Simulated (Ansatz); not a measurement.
# Sr2Mg (P-62m): frozen displacement of one atom from a Python script

Wanted for Sr2Mg (P-62m): a frozen displacement of one atom.

All numbers are computed with Ansatz 0.2.0 through its Python package. Level of theory: DFT PBEsol, plane waves, PAW.

### Step 1. The structure

Symmetry: P-62m, No. 189, hexagonal system. The conventional cell has a = 6.876 Å, b = 6.876 Å, c = 6.291 Å, α = 90.00°, β = 90.00°, γ = 120.00°. Around Sr (site symmetry m2m) lie 8 Sr at 3.85 to 4.22 Å and 4 Mg at 3.85 Å. Sr (site symmetry -62m) is surrounded by 6 Mg at 3.97 Å and 6 Sr at 3.98 Å. Mg (site symmetry -6) is surrounded by 9 Sr at 3.85 to 3.97 Å and 3 Mg at 3.97 Å.

The script reads sr2mg.xyz:

```xyz
6
Lattice="6.87622292 0.0 0.0 -3.43811146 5.95498373 0.0 0.0 0.0 6.291383" Properties=species:S:1:pos:R:3 pbc="T T T"
Sr    4.43800710    0.00000000    3.14569150
Sr    1.21910791    2.11155684    3.14569150
Sr   -2.21900355    3.84342689    3.14569150
Sr    0.00000000    0.00000000    0.00000000
Mg    3.43811150    1.98499456    0.00000000
Mg   -0.00000003    3.96998918    0.00000000
```

### Step 2. Script

push_sr2mg.py reads:

```python
"""Frozen displacement of one atom in Sr2Mg."""

import logging
import sys

import ansatz as az
import numpy as np

logging.basicConfig(stream=sys.stdout, format="%(levelname)s:%(name)s:%(message)s")
logger = logging.getLogger("calc")
logger.setLevel(logging.INFO)

XC = "pbesol"
KGRID = (5, 5, 4)
OCCUPATIONS = "Marzari-Vanderbilt"
SMEARING_WIDTH = 0.1
TOLERANCE = 1e-09

sr2mg = az.Crystal.from_extxyz("sr2mg.xyz")

inverse = np.linalg.inv(np.array(sr2mg.lattice.vectors))
home = np.array(sr2mg.sites[2].position)
values = np.linspace(-0.1, 0.1, 5)
energies, pulls = [], []
for shift in values:
    moved = sr2mg.move(2, to=home + shift * inverse[1])
    base = (
        moved.calculation()
        .functional(XC)
        .kpoints(*KGRID, center="gamma")
        .occupations(OCCUPATIONS, width=SMEARING_WIDTH)
        .scf(tolerance=TOLERANCE)
        .forces()
    )
    rep = base.run(threads=1).report
    energies.append(rep["free_energy_ev"])
    pulls.append(rep["forces_ev_ang"][2][1])

# the force is minus the slope of the free energy
logger.info("shift (A)   dE (eV)   force along y (eV/A)")
for shift, e, f in zip(values, energies, pulls):
    logger.info(f"{shift:8.3f} {e - energies[2]:10.5f} {f:12.4f}")
logger.info(f"stiffness from energies {2 * np.polyfit(values, energies, 2)[0]:.3f}, from forces {-np.polyfit(values, pulls, 1)[0]:.3f} eV/A^2")
```

### Step 3. The calls as engine input

The package turns the script's settings into the engine's input (first run):

```yaml
crystal:
  lattice:
    - [6.87622292, 0.0, 0.0]
    - [-3.43811146, 5.95498373, 0.0]
    - [0.0, 0.0, 6.291383]
  atoms:
    - { symbol: Sr, position: [0.6454134997705979, 0.0, 0.5] }
    - { symbol: Sr, position: [0.3545865002509193, 0.3545865002724365, 0.5] }
    - { symbol: Sr, position: [-0.008396328587137009, 0.6286208425963239, 0.5] }
    - { symbol: Sr, position: [0.0, 0.0, 0.0] }
    - { symbol: Mg, position: [0.6666666710844257, 0.33333333053455716, 0.0] }
    - { symbol: Mg, position: [0.33333333120949393, 0.6666666711447085, 0.0] }
kpoints:
  mp_grid:
    grid: [5, 5, 4]
    shift: [0.0, 0.0, 0.0]
hamiltonian:
  xc: pbesol
scf:
  convergence:
    dr2_threshold: 1.0e-09
  occupations:
    method: cold
    width: 0.1
output:
  forces: true
```

### Step 4. Running it

Run with:

```console
> python push_sr2mg.py
```

**Question.** How stiff is this displacement, and do energies and forces agree?

As calculated:

| quantity | value |
| --- | --- |
| runs compared | 5 |
| range of energy | 2.52 meV/atom |
| lowest point, shift of atom 3 from run 1 (Å) | 0.100 |

**Reading.** The curvature of the energy gives 2.422 eV/Å² and the slope of the force 2.423 eV/Å², a positive curvature. Notes:
- For a metal this k-point mesh is coarse: on a finer one energies can move by several to tens of meV an atom and pressures by half a GPa or more, differences at one mesh by less.
- In a metal a curvature from energy changes of a few meV or less hangs on mesh and smearing, in size and even in sign.
- The structure comes from a database of computed cells and needn't be a stable or known phase.
- All periodic images of the atom move with it, so the curvature is one diagonal element of the zone-centre force constants and no normal mode; a positive value doesn't exclude soft modes in which several atoms move.
